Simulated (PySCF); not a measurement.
# A base run of SnP and its variants

A base run and a few variants of its settings.

Computed with PySCF 2.14.0. Level: each script names its method and basis.

4 further runs of the same task are left out: 1 for a known fault of the program, 3 that didn't finish.

## (1) The starting structure

SnP: 2 atoms, charge 0, spin multiplicity 2.

Bond lengths: Sn1–P2 2.294 Å.

## (2) The base run

input.py reads:

```python
from pyscf import gto, dft

mol = gto.M(
    atom='Sn 0 0 0; P 0 0 2.294',
    basis='def2-svp',
    ecp={'Sn': 'def2-svp'},
    charge=0,
    spin=1,
    symmetry=True,
    verbose=4,
)
mf = dft.UKS(mol, xc='lc_wpbe')
mf = mf.newton()
mf.kernel()
mf.dip_moment()
print('orbital energies (hartree):', [e[max(0, n-3):n+3].round(4) for e, n in zip(mf.mo_energy, mol.nelec)])
```

Started as:

```sh
> OMP_NUM_THREADS=1 python input.py
```

## (3) M06l

Variant 1 changes functional: lc_wpbe → m06l.

input.py, as its differences from that of step 2:

```diff
@@ -11,3 +11,3 @@
 )
-mf = dft.UKS(mol, xc='lc_wpbe')
+mf = dft.UKS(mol, xc='m06l')
 mf = mf.newton()
```

## (4) Def2-svpd

Variant 2 changes basis set: def2-svp → def2-svpd.

input.py, as its differences from that of step 2:

```diff
@@ -4,4 +4,4 @@
     atom='Sn 0 0 0; P 0 0 2.294',
-    basis='def2-svp',
-    ecp={'Sn': 'def2-svp'},
+    basis='def2-svpd',
+    ecp={'Sn': 'def2-svpd'},
     charge=0,
```

## (5) Charge -1 (singlet)

Variant 3 changes charge: 0 → -1; spin (2S): 1 → 0.

input.py, as its differences from that of step 2:

```diff
@@ -6,4 +6,4 @@
     ecp={'Sn': 'def2-svp'},
-    charge=0,
-    spin=1,
+    charge=-1,
+    spin=0,
     symmetry=True,
```

## (6) Damping 0.5

Variant 4 changes damping: none → 0.5.

input.py, as its differences from that of step 2:

```diff
@@ -12,2 +12,4 @@
 mf = dft.UKS(mol, xc='lc_wpbe')
+mf.damp = 0.5
+mf.diis_start_cycle = 8
 mf = mf.newton()
```

What does the calculation give? Wanted: for each run, E(SCF); from base; gap, α spin; SCF dipole.

**Answer**, as computed:

| run | E(SCF) (hartree) | from base (eV) | cycles | gap, α spin (eV) | SCF dipole (D) |
| --- | --- | --- | --- | --- | --- |
| base | -555.378801 | 0 | 6 macro | 9.00 | 2.48 |
| m06l | -555.647417 | not comparable | 5 macro | 2.98 | 2.79 |
| def2-svpd | -555.382353 | -0.0967 | 5 macro | 8.84 | 2.71 |
| charge -1 (singlet) | -555.476002 | -2.6450 | 4 macro | 7.94 | n/a |
| damping 0.5 | -555.378801 | 0.0000 | 6 macro | 9.00 | 2.48 |

Distance from each run's final energy (log10 hartree) by cycle:

| run | cycle 1 | cycle 2 | cycle 3 | cycle 5 | cycle 8 | cycle 12 |
| --- | --- | --- | --- | --- | --- | --- |
| base | -0.6 | -2.5 | -4.0 | < -11 | done | done |
| m06l | -0.1 | -1.0 | -3.1 | < -11 | done | done |
| def2-svpd | -0.6 | -2.9 | -7.0 | < -11 | done | done |
| charge -1 (singlet) | -0.6 | -3.3 | < -11 | done | done | done |
| damping 0.5 | -0.6 | -2.5 | -4.0 | < -11 | done | done |

In words: The SCF energy stays the same, to the digits that matter, with damping 0.5. def2-svpd (56 functions) gives an energy 0.10 eV lower than def2-svp (44). At the SCF level, adding an electron (to the singlet) releases 2.64 eV at fixed geometry. Total energies of different functionals can't be compared with each other; differences within one functional can. The cycles with damping 0.5 repeat those of the base digit for digit, so the setting never acted.
